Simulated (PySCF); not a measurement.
# C3H10GeO (Ge(OH)Me3): the cost of one run

The runs use PySCF 2.14.0, with density-fitted response routines of our own; the level of theory stands in each step. All values are computed, except where a source is named. Atoms are numbered from 0 throughout.

**1. The molecule as given**

15 atoms, charge 0, multiplicity 1; geometry from: GFN2-xTB. The atoms were then displaced at random by about 0.03 Å, so the start is not that level's minimum.

Bonds of the start (Å): Ge0–O1 1.76, Ge0–C3 2.04, Ge0–C7 2.07, Ge0–C11 1.95, O1–H2 0.92, C3–H4 1.10, C3–H5 1.04, C3–H6 1.05, C7–H8 1.02, C7–H9 1.05, C7–H10 1.17, C11–H12 1.16, C11–H13 1.05, C11–H14 1.11.

**2. Relaxing the molecule at PBE0-D3(BJ)/def2-SVP**

The job: settings as JSON, then the geometry in Å.

```
{"job": {"xc": "PBE0", "basis": "def2-SVP", "d3": "d3bj", "grid": 1, "maxiter": 40, "shake": 0.03, "kind": "geom"}, "charge": 0, "multiplicity": 1}
Ge     0.036040    -0.031770     0.247370
O     -0.074230     0.112570     1.995730
H      0.329780    -0.579580     2.446580
C      1.982960     0.027750    -0.358370
H      1.946760     0.087200    -1.458090
H      2.358090    -0.889410    -0.056510
H      2.451530     0.844840     0.099650
C     -0.936760     1.716020    -0.288980
H     -1.121490     1.778870    -1.291730
H     -0.435650     2.563890     0.088220
H     -1.986770     1.712010     0.225020
C     -0.957870    -1.615710    -0.304690
H     -2.048570    -1.624010     0.094680
H     -0.476430    -2.495180     0.007190
H     -1.100160    -1.683590    -1.402070
```

Launch:

```console
> OMP_NUM_THREADS=1 python probes_run.py task.json out
```

The driver reads the jobs from task.json and runs them one after another.

**Question.** How long does this first job take on 1 thread of Arm Neoverse V1, shared host, and how much memory does it need?

About 58 s, with a peak of 0.52 GiB.
